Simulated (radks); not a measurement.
**Excited configurations of Tl**

An exercise on one series of results from a longer session: the logs are not shown, and one member is left open.

Program: radks (a radial shooting solver on a logarithmic mesh, Libxc functionals) version 1. Level of theory: Dirac Kohn-Sham, PBE, spin-unpolarised, spherical densities, point nucleus; open shells fill j = l - 1/2 first. These are calculated values, not measurements, unless marked.

### Starting point

```
element       : thallium (Z = 81)
charge        : 0
electrons     : 81
configuration : [Hg] 6p1
```

Set-up of the first run:

The run's settings:

```text
Z 81
configuration [Hg] 6p1
relativity Dirac
functional pbe,pbe
spin unpolarised
j_filling energy
nucleus point
c 137.035999084
```

Steps of the session up to this table: Ground configuration: [Hg] 6p1.

One table of the session follows, with a row left open; its other results are not shown here.

It belongs to the step «Ground configuration: [Hg] 6p1». From the orbitals of this run (lengths in bohr):

| level | <r> | outermost maximum (interpolated) | 90 % within | nodes |
| --- | --- | --- | --- | --- |
| 4f7/2 | 0.4710 | 0.360 | 0.751 | 0 |
| 5p1/2 | 0.9419 | 0.850 | 1.36 | 3 |
| 5p3/2 | 1.036 | 0.928 | 1.50 | 3 |
| 5d3/2 | 1.360 | 1.10 | 2.09 | 2 |
| 5d5/2 | 1.418 | 1.13 | 2.19 | 2 |
| 6s1/2 | ? | ? | ? | ? |
| 6p1/2 | 3.469 | 2.64 | 5.44 | 4 |
| 6p3/2 | 4.139 | 3.09 | 6.56 | 4 |

**Question.** Estimate the row for 6s1/2.

As computed: <r>: 2.495; outermost maximum (interpolated): 2.08; 90 % within: 3.71; nodes: 5. In the column «<r>» it lies between 5d5/2 (1.418) and 6p1/2 (3.469).

To keep in mind: Spin polarisation and multiplet splitting are left out, so open shells lie too high by an amount that depends on their filling.
